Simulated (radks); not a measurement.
# The Coulomb parameter U of the 5d shell of Ta

One table from this session's results is given with a row withheld; the runs are named, their logs left out.

Method: Dirac Kohn-Sham, PBE, spin-unpolarised, spherical densities, finite nucleus; open shells are shared between the two j in proportion to 2j + 1. Code: radks (a radial shooting solver on a logarithmic mesh, Libxc functionals) version 1.

### The atom as given

| Quantity | Value |
| --- | --- |
| element | tantalum (Z = 73) |
| charge | 0 |
| electrons | 73 |
| configuration | [Xe] 4f14 5d3.5 6s1.5 |
| nuclear rms radius | 5.3507 fm |

Set-up of the first run:

Settings of this run:

```text
Z 73
configuration [Xe] 4f14 5d3.5 6s1.5
relativity Dirac
functional pbe,pbe
spin unpolarised
j_filling average
nucleus finite rms 5.3507 fm
c 137.035999084
```

Steps of the session up to this table: Start: [Xe] 4f14 5d3.5 6s1.5.

One table of the session follows, with a row left open; its other results are not shown here.

From the orbitals of this run (lengths in bohr):

```
level     <r>  outermost maximum (interpolated)  90 % within  nodes
5s1/2       ?                                 ?            ?      ?
5p1/2   1.223                              1.07         1.79      3
5p3/2   1.331                              1.15         1.96      3
4f5/2  0.6343                             0.439         1.06      0
4f7/2  0.6453                             0.444         1.08      0
6s1/2   3.351                              2.80         5.00      5
5d3/2   2.256                              1.57         3.72      2
5d5/2   2.383                              1.62         3.95      2
```

**Question.** Estimate the row for 5s1/2.

**Answer.** <r>: 1.102; outermost maximum (interpolated): 0.990; 90 % within: 1.59; nodes: 4. In the column «<r>» it lies between 4f7/2 (0.6453) and 5p1/2 (1.223).
